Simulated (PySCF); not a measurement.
# A diatomic session: IF

One table from this session's results is given with a row withheld; the runs are named, their logs left out.

Method: I cc-pVDZ-PP with ECP28, F cc-pVDZ, scalar-relativistic core potentials; program: PySCF 2.14.0.

Set-up of the first run:

Settings of the job:

| Quantity | Value |
| --- | --- |
| atoms | I, F |
| charge | 0 |
| basis | I cc-pVDZ-PP with ECP28, F cc-pVDZ |
| Hamiltonian | scalar-relativistic core potentials |
| basis functions | 37 |
| electrons treated | 34 |
| masses in u | 126.9045, 18.9984 |
| levels | PBE0, PBE, r²SCAN, BHandHLYP, PW91, B3LYP, ωB97X, HF, MP2, SCS-MP2, CCSD, CCSD(T) |
| grid | 80 radial by 434 angular points |
| occupations | held fixed by the projection of orbital angular momentum |
| dissociation limit | I + F, each in its ground configuration |
| starting distance in angstrom | 1.925 |
| values of 2S to try | 0, 2 |

Command:

```console
> OMP_NUM_THREADS=1 python dia.py task.json out
```

Among the steps run: Set-up; First curve: PBE0; Other states along the same grid; PBE (GGA); r²SCAN; BHandHLYP (global hybrid GGA); PW91; B3LYP (global hybrid GGA); ωB97X; RHF (mean field); MP2 and coupled cluster.

One of the session's tables, all rows but one given; the rest of the session is left out.

It belongs to the step «The curves together». Energy (eV) from each level's lowest point:

| R (Å) | RHF | RHF-MP2 | RHF-SCS-MP2 | RHF-CCSD | RHF-CCSD(T) |
| --- | --- | --- | --- | --- | --- |
| 1.685 | 1.209 | 1.478 | 1.500 | n/a | n/a |
| 1.763 | 0.470 | 0.662 | 0.679 | 0.666 | 0.697 |
| 1.841 | 0.102 | 0.215 | 0.226 | 0.218 | 0.238 |
| 1.900 | 0.000 | 0.053 | 0.059 | 0.055 | 0.065 |
| 1.959 | 0.008 | 0.000 | 0.000 | 0.000 | 0.000 |
| 2.018 | 0.099 | 0.029 | 0.022 | 0.026 | 0.014 |
| 2.096 | 0.312 | 0.158 | 0.141 | 0.148 | 0.118 |
| 2.194 | ? | ? | ? | ? | ? |
| 2.312 | 1.185 | 0.786 | 0.737 | 0.743 | 0.641 |
| 2.468 | 1.908 | 1.314 | 1.236 | n/a | n/a |

**Question.** Estimate the row for R (Å) = 2.194.

Worked estimate for «RHF». A straight line through the neighbours (2.096, 0.312) and (2.312, 1.185) gives 0.312 + (1.185 − 0.312) × (2.194 − 2.096) / (2.312 − 2.096) = 0.708; a parabola fitted to 4 rows on both sides gives 0.686.

**Answer.** RHF: 0.675; RHF-MP2: 0.412; RHF-SCS-MP2: 0.381; RHF-CCSD: 0.390; RHF-CCSD(T): 0.332. In «RHF» the line misses by +0.033 and the parabola by +0.011.
